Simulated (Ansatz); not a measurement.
Relaxation of a periodic cell of 15 atoms, W (host W, host structure bcc, one W atom removed), to a largest force component of 0.03 eV/Å in at most 60 steps.

Level of theory: DFT PBE-D3(BJ), scalar-relativistic, plane waves, PAW (Ansatz). Settings: PAW set soft_1, cutoff 420 eV, k mesh 3x3x3, gaussian smearing 0.05 eV, no spin polarisation.

```xyz
15
Lattice="6.3200 0.0000 0.0000 0.0000 6.3200 0.0000 0.0000 0.0000 6.3200" Properties=species:S:1:pos:R:3:forces:R:3
W -0.017 0.000 -0.024 -0.05 0.50 -0.10
W 3.170 -0.007 0.026 -0.03 0.41 -1.00
W 0.001 3.191 0.048 -0.39 -0.88 -1.20
W -0.031 -0.002 3.152 0.12 0.33 0.16
W 1.614 1.613 1.574 -0.88 -0.72 0.36
W 3.120 3.136 0.044 0.87 -0.12 -1.23
W 3.183 0.008 3.144 -0.08 0.15 0.58
W 4.714 1.563 1.561 0.71 0.17 0.37
W 0.023 3.169 3.127 -0.67 -0.41 0.69
W 1.604 4.737 1.529 -0.72 0.51 0.97
W 1.570 1.550 4.741 -0.03 0.32 -0.15
W 3.173 3.181 3.209 0.30 -0.71 -0.03
W 4.700 4.717 1.532 0.75 0.26 1.13
W 1.566 4.726 4.696 0.07 0.19 0.25
W 4.733 4.741 4.774 0.03 -0.02 -0.80
```

Q: Where does it end, and by what steps?

A: The forces met the threshold. Limits of this set-up: coarse k mesh, a small cell, in which the defect meets its images, a typed lattice constant that wasn't relaxed here. After 3 steps the energy has fallen by 0.366 eV; W3 moved furthest, 0.09 Å.

| step | energy less start (eV) | largest force component (eV/Å) | accepted |
| --- | --- | --- | --- |
| 0 | 0.0000 | 1.232 | yes |
| 1 | 0.3599 | 1.962 | no |
| 2 | -0.3652 | 0.067 | yes |
| 3 | -0.3659 | 0.005 | yes |

```xyz
15
Lattice="6.3200 0.0000 0.0000 0.0000 6.3200 0.0000 0.0000 0.0000 6.3200" Properties=species:S:1:pos:R:3
W -0.020 0.015 -0.019
W 3.173 0.015 -0.020
W -0.020 3.142 -0.020
W -0.020 0.015 3.173
W 1.576 1.579 1.577
W 3.172 3.143 -0.019
W 3.172 0.015 3.173
W 4.736 1.579 1.577
W -0.020 3.143 3.173
W 1.576 4.739 1.577
W 1.576 1.579 4.737
W 3.173 3.142 3.173
W 4.736 4.739 1.577
W 1.576 4.739 4.737
W 4.736 4.739 4.737
```

Whether the end is a true minimum wasn't checked by a vibrational analysis.

Time of the run: 70 s on 4 threads of Arm Neoverse V1 (shared host), peak memory 1.2 GiB.
